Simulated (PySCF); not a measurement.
# Solver options tried on LiGe (quartet)

Do solver options change the result for LiGe (quartet), or only the number of cycles?

Computed with PySCF 2.14.0. Level: each script names its method and basis.

3 further runs of the same task are left out: 3 that didn't finish.

## (1) The starting structure

LiGe (quartet): 2 atoms, charge 0, spin multiplicity 4.

Bond lengths: Li1–Ge2 2.445 Å.

## (2) The run that the others are compared with

File input.py:

```python
from pyscf import gto, scf, mcscf, mrpt

mol = gto.M(
    atom='Li 0 0 0; Ge 0 0 2.445',
    basis='sbkjc',
    ecp={'Li': 'sbkjc', 'Ge': 'sbkjc'},
    charge=0,
    spin=3,
    verbose=3,
)
mf = scf.ROHF(mol)
mf.kernel()
mc = mcscf.CASSCF(mf, 5, 5)
mc.kernel()
mc.analyze()
mrpt.NEVPT(mc).kernel()
mf.dip_moment()
print('orbital energies (hartree):', mf.mo_energy[..., max(0, mol.nelec[1]-3):mol.nelec[0]+3].round(4))
```

On the command line:

```
> OMP_NUM_THREADS=1 python input.py
```

The log of this run is left out.

In short: E(SCF) = -3.905906 Eh, E(CAS) − E(SCF) = -0.00461 Eh, NEVPT2 = -0.01240 Eh, μ = 6.73 D (of the SCF density).

The bond length is a typed value, not an optimised one. The quartet is typed in the script; nothing here shows that it is the ground state.

## (3) Initial guess sap

Run 1 changes initial guess: minao → sap.

File input.py:

```python
from pyscf import gto, scf, mcscf, mrpt

mol = gto.M(
    atom='Li 0 0 0; Ge 0 0 2.445',
    basis='sbkjc',
    ecp={'Li': 'sbkjc', 'Ge': 'sbkjc'},
    charge=0,
    spin=3,
    verbose=3,
)
mf = scf.ROHF(mol)
mf.init_guess = 'sap'
mf.kernel()
mc = mcscf.CASSCF(mf, 5, 5)
mc.kernel()
mc.analyze()
mrpt.NEVPT(mc).kernel()
mf.dip_moment()
print('orbital energies (hartree):', mf.mo_energy[..., max(0, mol.nelec[1]-3):mol.nelec[0]+3].round(4))
```

On the command line:

```
> OMP_NUM_THREADS=1 python input.py
```

## (4) DIIS space 12

Run 2 changes DIIS space: default → 12.

input.py, as its differences from that of step 2:

```diff
@@ -11,2 +11,3 @@
 mf = scf.ROHF(mol)
+mf.diis_space = 12
 mf.kernel()
```

## (5) Level shift 0.5 hartree

Run 3 changes level shift: none → 0.5 hartree.

input.py, as its differences from that of step 2:

```diff
@@ -11,2 +11,3 @@
 mf = scf.ROHF(mol)
+mf.level_shift = 0.5
 mf.kernel()
```

Q: Predict the outcome of this session. Wanted: for each run, E(SCF); from base; SCF dipole; after the SCF.

**Answer**, as computed:

| run | E(SCF) (hartree) | from base (eV) | SCF dipole (D) | after the SCF |
| --- | --- | --- | --- | --- |
| base | -3.905906 | 0 | 6.73 | NEVPT2 correlation -0.463 eV (from the SCF energy, the CASSCF gain included) |
| initial guess sap | -3.905906 | 0.0000 | 6.73 | NEVPT2 correlation -0.463 eV (from the SCF energy, the CASSCF gain included) |
| DIIS space 12 | -3.905906 | 0.0000 | 6.73 | NEVPT2 correlation -0.463 eV (from the SCF energy, the CASSCF gain included) |
| level shift 0.5 hartree | -3.905906 | 0.0000 | 6.73 | NEVPT2 correlation -0.463 eV (from the SCF energy, the CASSCF gain included) |

**Reading.** The SCF energy stays the same, to the digits that matter, with initial guess sap or DIIS space 12 or level shift 0.5 hartree.
